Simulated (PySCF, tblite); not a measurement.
# C₂H₆O₃Si: a rotation path, then NMR shifts on frames

Aim: move C₂H₆O₃Si (`CC(=O)O[SiH2]O`) away from its starting geometry and see how NMR shifts follow the geometry.

The runs use tblite 0.8.0 and PySCF 2.14.0, with density-fitted response routines of our own; the level of theory stands in each step. All values are computed, except where a source is named. Atoms count from 0, in the outputs and in this text.

### Step 1. The molecule as given

12 atoms, charge 0, multiplicity 1; geometry from: GFN2-xTB.

Bonds of the start (Å): C0–C1 1.50, C1–O2 1.21, C1–O3 1.32, O3–Si4 1.68, Si4–O5 1.61, C0–H6 1.09, C0–H7 1.09, C0–H8 1.09, Si4–H9 1.45, Si4–H10 1.45, O5–H11 0.97.

### Step 2. The rotation path with GFN2-xTB

The job: settings as JSON, then the geometry in Å.

```
{"job": {"kind": "neb", "xc": "GFN2-xTB", "basis": "xTB", "atoms": [5, 4, 3, 1], "turn": 120}, "charge": 0, "multiplicity": 1}
C      2.101200     0.039720     0.190412
C      0.631015    -0.255667     0.317765
O      0.174745    -1.092122     1.059648
O     -0.107925     0.488899    -0.481387
Si    -1.776485     0.456124    -0.671290
O     -2.436911    -0.684969     0.255305
H      2.633967    -0.344983     1.054934
H      2.473932    -0.452596    -0.706416
H      2.257585     1.109345     0.082484
H     -2.181143     1.784462    -0.237615
H     -1.935742     0.131735    -2.079860
H     -1.833040    -1.180637     0.822383
```

Level: GFN2-xTB climbing-image nudged elastic band, gas phase.

On the command line:

```console
$ OMP_NUM_THREADS=1 python probes_run.py task.json out
```

The driver reads the jobs from task.json and runs them one after another.

The log of the run:

```text
image   E - E0 / eV
  0       0.0000
  1       0.0050
  2       0.0240
  3       0.0671
  4       0.1122
  5       0.1109
  6       0.0801
  7       0.0411
  8       0.0221
```

Run time: 4.3 s. Hardware: 1 thread of Intel Xeon Platinum 8488C, shared host; peak memory 0.18 GiB.

The final band, with the dihedral O5–Si4–O3–C1:

| image | dihedral (°) | energy (eV) | energy (kcal/mol) |
| --- | --- | --- | --- |
| 0 | -2 | 0.000 | 0.0 |
| 1 | 21 | 0.005 | 0.1 |
| 2 | 47 | 0.024 | 0.6 |
| 3 | 71 | 0.067 | 1.5 |
| 4 | 92 | 0.112 | 2.6 |
| 5 | 115 | 0.111 | 2.6 |
| 6 | 141 | 0.080 | 1.8 |
| 7 | 163 | 0.041 | 0.9 |
| 8 | 173 | 0.022 | 0.5 |

### Step 3. Shielding tensors: image 0, PBE0/pcSseg-1

The job: settings as JSON, then the geometry in Å.

```
{"job": {"kind": "nmr", "xc": "PBE0", "basis": "pcSseg-1", "pop": false}, "charge": 0, "multiplicity": 1}
C      2.101200     0.039700     0.190400
C      0.631000    -0.255700     0.317800
O      0.174700    -1.092100     1.059600
O     -0.107900     0.488900    -0.481400
Si    -1.776500     0.456100    -0.671300
O     -2.436900    -0.685000     0.255300
H      2.634000    -0.345000     1.054900
H      2.473900    -0.452600    -0.706400
H      2.257600     1.109300     0.082500
H     -2.181100     1.784500    -0.237600
H     -1.935700     0.131700    -2.079900
H     -1.833000    -1.180600     0.822400
```

With the program's defaults for keys left out, this is: GIAO PBE0/pcSseg-1 NMR shielding, non-relativistic, gas phase.

The log of the run:

```text
coarse grid: 10776 points
cycle   1  E = -594.3035576360  dE =  9.714e-01  |g| = 1.122e+00  |ddm| = 3.078e+00
cycle   2  E = -593.9436430741  dE =  3.599e-01  |g| = 1.800e+00  |ddm| = 1.947e+00
cycle   3  E = -594.5110204992  dE = -5.674e-01  |g| = 2.837e-01  |ddm| = 1.385e+00
cycle   4  E = -594.5252865408  dE = -1.427e-02  |g| = 8.502e-02  |ddm| = 2.186e-01
cycle   5  E = -594.5264117132  dE = -1.125e-03  |g| = 2.166e-02  |ddm| = 5.589e-02
cycle   6  E = -594.5265132661  dE = -1.016e-04  |g| = 4.396e-03  |ddm| = 1.719e-02
cycle   7  E = -594.5265170719  dE = -3.806e-06  |g| = 1.022e-03  |ddm| = 3.438e-03
final grid: 100200 points
cycle   8  E = -594.5908451894  dE = -1.175e-05  |g| = 1.180e-02  |ddm| = 1.772e-02
cycle   9  E = -594.5908086991  dE =  3.649e-05  |g| = 1.852e-02  |ddm| = 1.765e-02
cycle  10  E = -594.5908685246  dE = -5.983e-05  |g| = 2.294e-03  |ddm| = 1.139e-02
cycle  11  E = -594.5908694568  dE = -9.323e-07  |g| = 2.745e-04  |ddm| = 1.420e-03
cycle  12  E = -594.5908694681  dE = -1.129e-08  |g| = 1.003e-04  |ddm| = 2.059e-04
cycle  13  E = -594.5908694704  dE = -2.218e-09  |g| = 1.571e-05  |ddm| = 7.659e-05
cycle  14  E = -594.5908694704  dE = -3.888e-11  |g| = 7.335e-06  |ddm| = 1.646e-05
converged SCF energy = -594.5908694704

GIAO shielding tensors (ppm)
atom      isotropic    diamagn.    paramagn.     s11        s22        s33       span
  0 C      161.226     249.142     -87.916    137.181    153.577    192.921     55.740
  1 C        7.326     250.011    -242.685    -90.662     41.508     71.132    161.794
  2 O     -103.899     404.367    -508.266   -349.041   -208.083    245.428    594.469
  3 O      118.404     404.336    -285.932     -2.920    172.660    185.473    188.394
  4 Si     371.355     880.609    -509.254    340.936    379.510    393.620     52.684
  5 O      296.564     391.158     -94.594    243.598    289.505    356.589    112.991
  6 H       29.765      28.304       1.462     25.956     28.207     35.133      9.178
  7 H       29.287      28.408       0.879     26.384     27.699     33.778      7.395
  8 H       29.593      29.256       0.338     25.856     28.923     34.001      8.145
  9 H       26.437      29.797      -3.360     23.043     24.442     31.824      8.781
 10 H       26.477      29.805      -3.328     23.060     24.479     31.892      8.832
 11 H       27.158      33.107      -5.949     15.927     24.042     41.506     25.579
```

Run time: 12 s. Hardware: 1 thread of Intel Xeon Platinum 8488C, shared host; peak memory 0.68 GiB.

Shifts follow as δ = σ(reference) − σ, with reference shieldings (ppm) from runs at the same level and on the same kind of geometry: 1H TMS 31.72, 13C TMS 186.9, 29Si TMS 349.2, 17O H2O 336.1. The references are single molecules in the gas phase, so shifts against H2O, NH3, PH3, H3PO4 or CFCl3 are not on the usual liquid scales and can be off by tens of ppm. Each atom is listed at this fixed geometry, with no averaging over motion; a spectrum would average atoms that exchange fast.

| atoms | environment | σ (ppm) | δ (ppm) |
| --- | --- | --- | --- |
| C1 | carbonyl carbon | 7.3 | 179.6 |
| C0 | methyl carbon α to a carbonyl | 161.2 | 25.7 |
| H9 | hydrogen on a silicon bonded to 2 O | 26.44 | 5.28 |
| H10 | hydrogen on a silicon bonded to 2 O | 26.48 | 5.24 |
| H11 | hydrogen on an oxygen bonded to Si | 27.16 | 4.56 |
| H7 | hydrogen on a methyl carbon α to a carbonyl | 29.29 | 2.43 |
| H8 | hydrogen on a methyl carbon α to a carbonyl | 29.59 | 2.12 |
| H6 | hydrogen on a methyl carbon α to a carbonyl | 29.77 | 1.95 |
| O2 | carbonyl oxygen | -103.9 | 440.0 |
| O3 | oxygen bonded to C, Si | 118.4 | 217.7 |
| O5 | oxygen bonded to Si, H | 296.6 | 39.5 |
| Si4 | silicon bonded to 2 O, 2 H | 371.4 | -22.2 |

### Step 4. NMR shieldings: image 2, PBE0/pcSseg-1

The job: settings as JSON, then the geometry in Å.

```
{"job": {"kind": "nmr", "xc": "PBE0", "basis": "pcSseg-1", "pop": false}, "charge": 0, "multiplicity": 1}
C      2.111100     0.072800     0.243800
C      0.680600    -0.364000     0.087200
O      0.260000    -1.453000     0.387300
O     -0.090400     0.582700    -0.418900
Si    -1.740400     0.409100    -0.657300
O     -2.462300    -0.214200     0.644500
H      2.661600    -0.652100     0.835700
H      2.561700     0.154600    -0.743500
H      2.142200     1.053300     0.711700
H     -2.146100     1.796400    -0.727200
H     -1.903900    -0.418200    -1.845000
H     -2.072900    -0.968200     1.088000
```

With the program's defaults for keys left out, this is: GIAO PBE0/pcSseg-1 NMR shielding, non-relativistic, gas phase.

The log of the run:

```text
coarse grid: 10776 points
cycle   1  E = -594.3021121601  dE =  9.700e-01  |g| = 1.127e+00  |ddm| = 3.083e+00
cycle   2  E = -593.9389463513  dE =  3.632e-01  |g| = 1.809e+00  |ddm| = 1.892e+00
cycle   3  E = -594.5120706255  dE = -5.731e-01  |g| = 2.815e-01  |ddm| = 1.324e+00
cycle   4  E = -594.5260227572  dE = -1.395e-02  |g| = 8.527e-02  |ddm| = 2.190e-01
cycle   5  E = -594.5271678315  dE = -1.145e-03  |g| = 2.098e-02  |ddm| = 5.669e-02
cycle   6  E = -594.5272638198  dE = -9.599e-05  |g| = 4.127e-03  |ddm| = 1.665e-02
cycle   7  E = -594.5272673696  dE = -3.550e-06  |g| = 6.997e-04  |ddm| = 3.214e-03
final grid: 100200 points
cycle   8  E = -594.5920845873  dE = -1.098e-05  |g| = 1.207e-02  |ddm| = 1.700e-02
cycle   9  E = -594.5920454312  dE =  3.916e-05  |g| = 1.909e-02  |ddm| = 1.771e-02
cycle  10  E = -594.5921090580  dE = -6.363e-05  |g| = 2.357e-03  |ddm| = 1.144e-02
cycle  11  E = -594.5921100423  dE = -9.843e-07  |g| = 2.929e-04  |ddm| = 1.477e-03
cycle  12  E = -594.5921100555  dE = -1.320e-08  |g| = 1.017e-04  |ddm| = 2.239e-04
cycle  13  E = -594.5921100577  dE = -2.239e-09  |g| = 1.791e-05  |ddm| = 7.684e-05
cycle  14  E = -594.5921100578  dE = -4.411e-11  |g| = 8.065e-06  |ddm| = 1.747e-05
converged SCF energy = -594.5921100578

GIAO shielding tensors (ppm)
atom      isotropic    diamagn.    paramagn.     s11        s22        s33       span
  0 C      162.180     248.941     -86.761    139.267    153.947    193.326     54.059
  1 C        8.087     250.866    -242.779    -92.882     42.557     74.586    167.467
  2 O     -122.759     404.847    -527.606   -378.007   -232.212    241.942    619.949
  3 O      104.635     403.576    -298.941    -24.618    149.883    188.639    213.257
  4 Si     379.454     880.717    -501.263    353.085    382.258    403.019     49.934
  5 O      290.293     390.187     -99.894    247.135    289.388    334.356     87.221
  6 H       29.783      28.409       1.374     25.817     28.251     35.281      9.465
  7 H       29.324      28.301       1.023     26.227     27.914     33.831      7.605
  8 H       29.467      29.292       0.175     25.686     28.776     33.939      8.253
  9 H       27.093      29.828      -2.735     23.440     25.083     32.757      9.318
 10 H       26.369      29.988      -3.619     23.076     24.548     31.484      8.409
 11 H       28.777      33.152      -4.375     19.848     25.823     40.659     20.811
```

Wall time 11 s (1 thread of Intel Xeon Platinum 8488C, shared host); peak memory 0.7 GiB.

Key values: δ C1 178.8, C0 24.7, O2 458.8, O3 231.4, H10 5.35, H9 4.62 ppm.

### Step 5. NMR shieldings: image 4, PBE0/pcSseg-1

The job: settings as JSON, then the geometry in Å.

```
{"job": {"kind": "nmr", "xc": "PBE0", "basis": "pcSseg-1", "pop": false}, "charge": 0, "multiplicity": 1}
C      2.116600     0.083200     0.294400
C      0.778900    -0.461400    -0.133600
O      0.570100    -1.611000    -0.411300
O     -0.158400     0.474500    -0.177700
Si    -1.755000     0.297800    -0.628800
O     -2.649000    -0.022800     0.681100
H      2.774600    -0.734300     0.573700
H      2.553500     0.626400    -0.541500
H      1.990700     0.776000     1.121900
H     -2.034900     1.656800    -1.055800
H     -1.910600    -0.752400    -1.618000
H     -2.275300    -0.333500     1.502000
```

Method: GIAO PBE0/pcSseg-1 NMR shielding, non-relativistic, gas phase.

The log of the run:

```text
coarse grid: 10776 points
cycle   1  E = -594.2893638429  dE =  9.724e-01  |g| = 1.140e+00  |ddm| = 3.082e+00
cycle   2  E = -593.8962982600  dE =  3.931e-01  |g| = 1.859e+00  |ddm| = 2.004e+00
cycle   3  E = -594.5037867846  dE = -6.075e-01  |g| = 3.023e-01  |ddm| = 1.420e+00
cycle   4  E = -594.5198614363  dE = -1.607e-02  |g| = 8.532e-02  |ddm| = 2.310e-01
cycle   5  E = -594.5210126665  dE = -1.151e-03  |g| = 2.087e-02  |ddm| = 5.875e-02
cycle   6  E = -594.5211086513  dE = -9.598e-05  |g| = 4.127e-03  |ddm| = 1.648e-02
cycle   7  E = -594.5211122188  dE = -3.568e-06  |g| = 7.822e-04  |ddm| = 3.134e-03
final grid: 100200 points
cycle   8  E = -594.5852717598  dE = -1.160e-05  |g| = 1.215e-02  |ddm| = 1.792e-02
cycle   9  E = -594.5852297237  dE =  4.204e-05  |g| = 1.956e-02  |ddm| = 1.788e-02
cycle  10  E = -594.5852965713  dE = -6.685e-05  |g| = 2.448e-03  |ddm| = 1.182e-02
cycle  11  E = -594.5852976417  dE = -1.070e-06  |g| = 2.912e-04  |ddm| = 1.547e-03
cycle  12  E = -594.5852976543  dE = -1.258e-08  |g| = 1.075e-04  |ddm| = 2.153e-04
cycle  13  E = -594.5852976567  dE = -2.442e-09  |g| = 2.071e-05  |ddm| = 7.977e-05
cycle  14  E = -594.5852976568  dE = -6.071e-11  |g| = 8.289e-06  |ddm| = 2.040e-05
converged SCF energy = -594.5852976568

GIAO shielding tensors (ppm)
atom      isotropic    diamagn.    paramagn.     s11        s22        s33       span
  0 C      162.298     249.170     -86.872    138.681    155.129    193.083     54.402
  1 C       12.249     249.475    -237.226    -94.948     56.239     75.456    170.404
  2 O     -126.862     403.564    -530.426   -408.063   -238.342    265.820    673.883
  3 O      112.181     403.519    -291.339    -39.673    166.820    209.394    249.067
  4 Si     385.064     880.304    -495.240    351.756    398.441    404.996     53.241
  5 O      304.607     389.048     -84.441    253.091    306.214    354.516    101.425
  6 H       29.798      28.247       1.551     25.846     28.261     35.287      9.441
  7 H       29.309      28.214       1.095     26.305     27.804     33.817      7.512
  8 H       29.592      29.745      -0.154     25.723     29.096     33.955      8.232
  9 H       27.109      29.933      -2.824     23.444     25.189     32.693      9.249
 10 H       26.284      29.989      -3.704     23.235     24.491     31.127      7.893
 11 H       30.031      33.145      -3.114     21.698     25.764     42.632     20.934
```

Wall time 12 s (1 thread of Intel Xeon Platinum 8488C, shared host); peak memory 0.7 GiB.

This run: δ C1 174.7, C0 24.6, O2 462.9, O3 223.9, H10 5.43, H9 4.61 ppm.

### Step 6. Shielding tensors: image 6, PBE0/pcSseg-1

The job: settings as JSON, then the geometry in Å.

```
{"job": {"kind": "nmr", "xc": "PBE0", "basis": "pcSseg-1", "pop": false}, "charge": 0, "multiplicity": 1}
C      2.108400     0.057900     0.353000
C      0.857900    -0.434100    -0.329400
O      0.833600    -1.314600    -1.143700
O     -0.225300     0.222000     0.064500
Si    -1.766600     0.149000    -0.565300
O     -2.740100     0.219500     0.724800
H      2.861800    -0.724100     0.346100
H      2.485500     0.912300    -0.207200
H      1.892000     0.378200     1.367800
H     -1.889400     1.377500    -1.339000
H     -2.017600    -1.085900    -1.280800
H     -2.399000     0.241600     1.615600
```

Level: GIAO PBE0/pcSseg-1 NMR shielding, non-relativistic, gas phase.

The log of the run:

```text
coarse grid: 10776 points
cycle   1  E = -594.2870889808  dE =  9.751e-01  |g| = 1.141e+00  |ddm| = 3.079e+00
cycle   2  E = -593.8932316266  dE =  3.939e-01  |g| = 1.861e+00  |ddm| = 2.031e+00
cycle   3  E = -594.5020441693  dE = -6.088e-01  |g| = 3.013e-01  |ddm| = 1.446e+00
cycle   4  E = -594.5179375329  dE = -1.589e-02  |g| = 8.572e-02  |ddm| = 2.296e-01
cycle   5  E = -594.5190998017  dE = -1.162e-03  |g| = 2.141e-02  |ddm| = 5.977e-02
cycle   6  E = -594.5192014772  dE = -1.017e-04  |g| = 4.006e-03  |ddm| = 1.684e-02
cycle   7  E = -594.5192047502  dE = -3.273e-06  |g| = 8.188e-04  |ddm| = 2.925e-03
final grid: 100200 points
cycle   8  E = -594.5840594251  dE = -8.914e-06  |g| = 1.253e-02  |ddm| = 1.629e-02
cycle   9  E = -594.5840132490  dE =  4.618e-05  |g| = 2.037e-02  |ddm| = 1.886e-02
cycle  10  E = -594.5840858148  dE = -7.257e-05  |g| = 2.526e-03  |ddm| = 1.241e-02
cycle  11  E = -594.5840869514  dE = -1.137e-06  |g| = 2.877e-04  |ddm| = 1.589e-03
cycle  12  E = -594.5840869637  dE = -1.234e-08  |g| = 1.054e-04  |ddm| = 2.119e-04
cycle  13  E = -594.5840869661  dE = -2.360e-09  |g| = 2.001e-05  |ddm| = 8.084e-05
cycle  14  E = -594.5840869661  dE = -5.650e-11  |g| = 8.554e-06  |ddm| = 1.889e-05
converged SCF energy = -594.5840869661

GIAO shielding tensors (ppm)
atom      isotropic    diamagn.    paramagn.     s11        s22        s33       span
  0 C      162.316     249.607     -87.292    138.767    155.547    192.632     53.865
  1 C       13.723     247.880    -234.157    -93.842     61.097     73.912    167.754
  2 O     -132.620     402.829    -535.448   -421.366   -238.061    261.568    682.934
  3 O      120.760     404.421    -283.662    -21.106    168.200    215.184    236.290
  4 Si     380.522     880.240    -499.719    345.366    393.622    402.576     57.210
  5 O      311.587     388.385     -76.799    262.630    308.898    363.232    100.603
  6 H       29.800      28.030       1.770     26.059     28.176     35.166      9.107
  7 H       29.335      28.361       0.974     26.557     27.628     33.819      7.262
  8 H       29.701      30.101      -0.400     25.688     29.444     33.970      8.282
  9 H       26.687      29.967      -3.280     23.229     24.742     32.091      8.863
 10 H       26.212      29.936      -3.725     22.643     24.938     31.054      8.411
 11 H       30.133      32.891      -2.759     21.672     25.781     42.945     21.273
```

Wall time 11 s (1 thread of Intel Xeon Platinum 8488C, shared host); peak memory 0.69 GiB.

Key values: δ C1 173.2, C0 24.6, O2 468.7, O3 215.3, H10 5.51, H9 5.03 ppm.

### Step 7. NMR shieldings: image 8, PBE0/pcSseg-1

The job: settings as JSON, then the geometry in Å.

```
{"job": {"kind": "nmr", "xc": "PBE0", "basis": "pcSseg-1", "pop": false}, "charge": 0, "multiplicity": 1}
C      2.117900    -0.011700     0.384100
C      0.881700    -0.202400    -0.455000
O      0.885300    -0.554800    -1.603500
O     -0.235200     0.069700     0.204200
Si    -1.754100    -0.042400    -0.480700
O     -2.751700     0.201200     0.766500
H      2.792500    -0.849700     0.229800
H      2.625600     0.893700     0.055900
H      1.856400     0.079800     1.433600
H     -1.849100     1.008600    -1.485400
H     -2.025400    -1.395600    -0.920200
H     -2.542800     0.802900     1.477000
```

Level: GIAO PBE0/pcSseg-1 NMR shielding, non-relativistic, gas phase.

The log of the run:

```text
coarse grid: 10776 points
cycle   1  E = -594.2924419986  dE =  9.790e-01  |g| = 1.136e+00  |ddm| = 3.078e+00
cycle   2  E = -593.9076521781  dE =  3.848e-01  |g| = 1.847e+00  |ddm| = 1.944e+00
cycle   3  E = -594.5062459688  dE = -5.986e-01  |g| = 2.921e-01  |ddm| = 1.367e+00
cycle   4  E = -594.5210788032  dE = -1.483e-02  |g| = 8.636e-02  |ddm| = 2.253e-01
cycle   5  E = -594.5222685398  dE = -1.190e-03  |g| = 2.130e-02  |ddm| = 5.982e-02
cycle   6  E = -594.5223690591  dE = -1.005e-04  |g| = 3.940e-03  |ddm| = 1.698e-02
cycle   7  E = -594.5223722486  dE = -3.189e-06  |g| = 7.542e-04  |ddm| = 2.893e-03
final grid: 100200 points
cycle   8  E = -594.5874985810  dE = -1.034e-05  |g| = 1.246e-02  |ddm| = 1.764e-02
cycle   9  E = -594.5874532345  dE =  4.535e-05  |g| = 2.023e-02  |ddm| = 1.829e-02
cycle  10  E = -594.5875244630  dE = -7.123e-05  |g| = 2.474e-03  |ddm| = 1.208e-02
cycle  11  E = -594.5875255506  dE = -1.088e-06  |g| = 3.025e-04  |ddm| = 1.571e-03
cycle  12  E = -594.5875255646  dE = -1.399e-08  |g| = 1.042e-04  |ddm| = 2.223e-04
cycle  13  E = -594.5875255669  dE = -2.320e-09  |g| = 1.998e-05  |ddm| = 7.884e-05
cycle  14  E = -594.5875255670  dE = -5.753e-11  |g| = 8.002e-06  |ddm| = 1.759e-05
converged SCF energy = -594.5875255670

GIAO shielding tensors (ppm)
atom      isotropic    diamagn.    paramagn.     s11        s22        s33       span
  0 C      163.360     249.630     -86.270    141.930    155.195    192.954     51.024
  1 C       11.381     248.836    -237.454    -90.488     51.015     73.617    164.106
  2 O     -126.753     402.916    -529.670   -382.337   -250.127    252.203    634.540
  3 O      106.497     404.156    -297.659    -16.833    125.098    211.225    228.058
  4 Si     377.726     880.257    -502.532    352.982    382.097    398.098     45.116
  5 O      308.971     387.935     -78.964    276.401    301.209    349.304     72.903
  6 H       29.636      27.825       1.811     26.289     27.826     34.792      8.503
  7 H       29.397      28.022       1.376     26.743     27.324     34.126      7.383
  8 H       29.729      30.211      -0.482     25.405     29.747     34.034      8.629
  9 H       26.457      30.149      -3.692     22.941     25.029     31.402      8.461
 10 H       26.661      29.940      -3.278     23.143     25.187     31.655      8.512
 11 H       30.017      32.516      -2.498     21.801     25.493     42.758     20.957
```

Wall time 11 s (1 thread of Intel Xeon Platinum 8488C, shared host); peak memory 0.69 GiB.

In short: δ C1 175.5, C0 23.6, O2 462.8, O3 229.6, H9 5.26, H10 5.06 ppm.

### Step 8. Comparing the runs: NMR shifts

Shifts (ppm) of some atoms, chosen among heavy atoms and hydrogens apart, with basis size and wall time:

| frame | C1 | H9 | H11 | O2 | O3 | O5 | Si4 | functions | time |
| --- | --- | --- | --- | --- | --- | --- | --- | --- | --- |
| image 0 | 179.6 | 5.28 | 4.56 | 440.0 | 217.7 | 39.5 | -22.2 | 139 | 12 s |
| image 2 | 178.8 | 4.62 | 2.94 | 458.8 | 231.4 | 45.8 | -30.3 | 139 | 11 s |
| image 4 | 174.7 | 4.61 | 1.69 | 462.9 | 223.9 | 31.5 | -35.9 | 139 | 12 s |
| image 6 | 173.2 | 5.03 | 1.58 | 468.7 | 215.3 | 24.5 | -31.4 | 139 | 11 s |
| image 8 | 175.5 | 5.26 | 1.70 | 462.8 | 229.6 | 27.1 | -28.6 | 139 | 11 s |

### Step 9. Outcome

```
                                        quantity                                   value
                                         barrier      0.112 eV (2.6 kcal/mol) at image 4
                           end to end (GFN2-xTB)                                0.022 eV
 13C shifts against TMS (PBE0/pcSseg-1, image 0)                         179.6, 25.7 ppm
  1H shifts against TMS (PBE0/pcSseg-1, image 0)  5.28, 5.24, 4.56, 2.43, 2.12, 1.95 ppm
 17O shifts against H2O (PBE0/pcSseg-1, image 0)                  440.0, 217.7, 39.5 ppm
29Si shifts against TMS (PBE0/pcSseg-1, image 0)                               -22.2 ppm
                        range of the shift of O2                      440.0 to 468.7 ppm
```

Along the band the dihedral turns by 175°, and the top (dihedral 92°) lies 2.6 kcal/mol above the start (GFN2-xTB, rough), so at room temperature this motion is fast. Ends this close can change order at a higher level. The top was not checked by a frequency run. Shifts at one fixed geometry are not the observed spectrum, which averages over the motion. In the first frame run (image 0): The largest span, 594 ppm, is at O2, where the paramagnetic term is -508 ppm. Across the 5 runs the shift of O2 moves most, between 440.0 (image 0) and 468.7 ppm (image 6). At PBE0/pcSseg-1 the highest of the frames run is image 6, not the band's top, so the GFN2-xTB barrier is not borne out there and is unsure.
